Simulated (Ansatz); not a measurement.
# ZrWS3: the cost of one run

Program: Ansatz 0.2.0. Level of theory: DFT PBE, scalar-relativistic, plane waves, PAW. These are calculated values, not measurements.

1 further run of the same task is left out (it didn't finish).

## 1. The system as given

The structure is cubic, space group Pm-3m (No. 221). The conventional cell has a = 4.652 Å, b = 4.652 Å, c = 4.652 Å, α = 90.00°, β = 90.00°, γ = 90.00°. Zr (site symmetry m-3m) has 12 S at 3.29 Å as nearest neighbours. W (site symmetry m-3m) has 6 S at 2.33 Å as nearest neighbours. S (site symmetry 4/mmm) is surrounded by 2 W at 2.33 Å and 4 Zr at 3.29 Å.

Coordinates:

```cif
data_structure
_symmetry_space_group_name_H-M 'Pm-3m'
_symmetry_Int_Tables_number 221
_cell_length_a 4.6523
_cell_length_b 4.6523
_cell_length_c 4.6523
_cell_angle_alpha 90.000
_cell_angle_beta 90.000
_cell_angle_gamma 90.000
_cell_volume 100.69
loop_
_atom_site_label
_atom_site_type_symbol
_atom_site_symmetry_multiplicity
_atom_site_Wyckoff_symbol
_atom_site_fract_x
_atom_site_fract_y
_atom_site_fract_z
_atom_site_occupancy
Zr1 Zr 1 a 0.00000 0.00000 0.00000 1
W1 W 1 b 0.50000 0.50000 0.50000 1
S1 S 3 c 0.00000 0.50000 0.50000 1
```

It is the end of an earlier relaxation with the same method, from a database cell with other species swapped in; it needn't be the stable form of this composition. At a tolerance of 0.05 Å it has space group Pm-3m (No. 221); it has 20.14 Å³/atom, an uncorrected energy of +0.03 eV/atom over the elements.

## 2. Bands, states and charges

Contents of input.yaml:

```yaml
crystal:
  lattice:
    - [4.6522587754, 0.0, 0.0]
    - [0.0, 4.6522587754, 0.0]
    - [0.0, 0.0, 4.6522587754]
  atoms:
    - { symbol: Zr, position: [0.0, 0.0, 0.0], spin: 1.24 }
    - { symbol: W, position: [0.5, 0.5, 0.5], spin: 0.16 }
    - { symbol: S, position: [0.0, 0.5, 0.5] }
    - { symbol: S, position: [0.5, 0.5, 0.0] }
    - { symbol: S, position: [0.5, 0.0, 0.5] }
basis:
  ecutwfc: 420
kpoints:
  mp_grid: { grid: [8, 8, 8] }
  band_path:
    path:
      - [[0.0, 0.0, 0.0], [0.0, 0.5, 0.0], [0.5, 0.5, 0.0], [0.0, 0.0, 0.0], [0.5, 0.5, 0.5], [0.0, 0.5, 0.0]]
      - [[0.5, 0.5, 0.5], [0.5, 0.5, 0.0]]
    npoints: 14
hamiltonian:
  xc: pbe
scf:
  occupations: { method: gaussian, width: 0.1 }
  n_extra_bands: 12
output:
  forces: true
  stress: true
  eigenvalues: true
  populations: true
  dos: { projected: true, de: 0.02, nscf_kmesh: { grid: [10, 10, 10] } }
  bader: true
  write_density: true
  write_potential: true
  elf: true
  volumetric_format: npy
magnetization:
  spin_polarized: true
checkpoint:
  read: start.run
  write: ck
  compress: false
  write_wavefunctions: false
  write_every: 100000
```

The run is started by

```console
$ ansatz run input.yaml --threads 1 --pin off --max-ram 2560MiB --backend cpu --events-out ev --progress --plain --runs-dir out
```

What time and memory should one allow on 1 thread of Arm Neoverse V2, shared host?

About 62 s, with a peak of 0.52 GiB.
